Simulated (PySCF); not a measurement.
# Ways to converge the SCF of ZnGa

The same problem is solved with other solver options, one edit a run.

Computed with PySCF 2.14.0. Level: method and basis as typed in the scripts.

4 further runs of the same task are left out: 4 that didn't finish.

**1. The starting structure**

ZnGa: 2 atoms, charge 0, spin multiplicity 2.

No contacts short enough for the rule that draws bonds.

**2. Base script**

input.py reads:

```python
from pyscf import gto, scf, mp

mol = gto.M(
    atom='Zn 0 0 0; Ga 0 0 2.754',
    basis='3-21g',
    charge=0,
    spin=1,
    verbose=3,
)
mf = scf.UHF(mol)
mf = mf.newton()
mf.kernel()
mp.MP2(mf, frozen=14).kernel()
mf.dip_moment()
print('orbital energies (hartree):', [e[max(0, n-3):n+3].round(4) for e, n in zip(mf.mo_energy, mol.nelec)])
```

On the command line:

```
> OMP_NUM_THREADS=1 python input.py
```

The log of this run is left out.

It gives: E(SCF) = -3682.743501 Eh, E(MP2) − E(SCF) = -0.22611 Eh, ⟨S²⟩ = 1.003, μ = 1.32 D (of the SCF density).

The bond length is a typed value, not an optimised one.

**3. Damping 0.95**

Variant 1 changes damping: none → 0.95.

input.py reads:

```python
from pyscf import gto, scf, mp

mol = gto.M(
    atom='Zn 0 0 0; Ga 0 0 2.754',
    basis='3-21g',
    charge=0,
    spin=1,
    verbose=3,
)
mf = scf.UHF(mol)
mf.damp = 0.95
mf.diis_start_cycle = 8
mf = mf.newton()
mf.kernel()
mp.MP2(mf, frozen=14).kernel()
mf.dip_moment()
print('orbital energies (hartree):', [e[max(0, n-3):n+3].round(4) for e, n in zip(mf.mo_energy, mol.nelec)])
```

On the command line:

```
> OMP_NUM_THREADS=1 python input.py
```

**4. Initial guess hcore**

Variant 2 changes initial guess: minao → hcore.

Changes to input.py since step 2:

```diff
@@ -10,2 +10,3 @@
 mf = scf.UHF(mol)
+mf.init_guess = 'hcore'
 mf = mf.newton()
```

**5. DIIS space 2**

Variant 3 changes DIIS space: default → 2.

Changes to input.py since step 2:

```diff
@@ -10,2 +10,3 @@
 mf = scf.UHF(mol)
+mf.diis_space = 2
 mf = mf.newton()
```

What does the calculation give? Wanted: for each run, E(SCF); from base; gap, α spin; SCF dipole; after the SCF.

**Answer**, as computed:

```
                run  E(SCF) (hartree)  from base (eV)  gap, α spin (eV)  SCF dipole (D)                           after the SCF
               base      -3682.743501               0              5.67            1.32  MP2 correlation -6.153 eV, core frozen
       damping 0.95      -3682.743501          0.0000              5.67            1.32  MP2 correlation -6.153 eV, core frozen
initial guess hcore      -3682.743501          0.0000              5.67            1.32  MP2 correlation -6.153 eV, core frozen
       DIIS space 2      -3682.743501          0.0000              5.67            1.32  MP2 correlation -6.153 eV, core frozen
```

**Reading.** No change of the SCF energy comes from damping 0.95 or initial guess hcore or DIIS space 2.
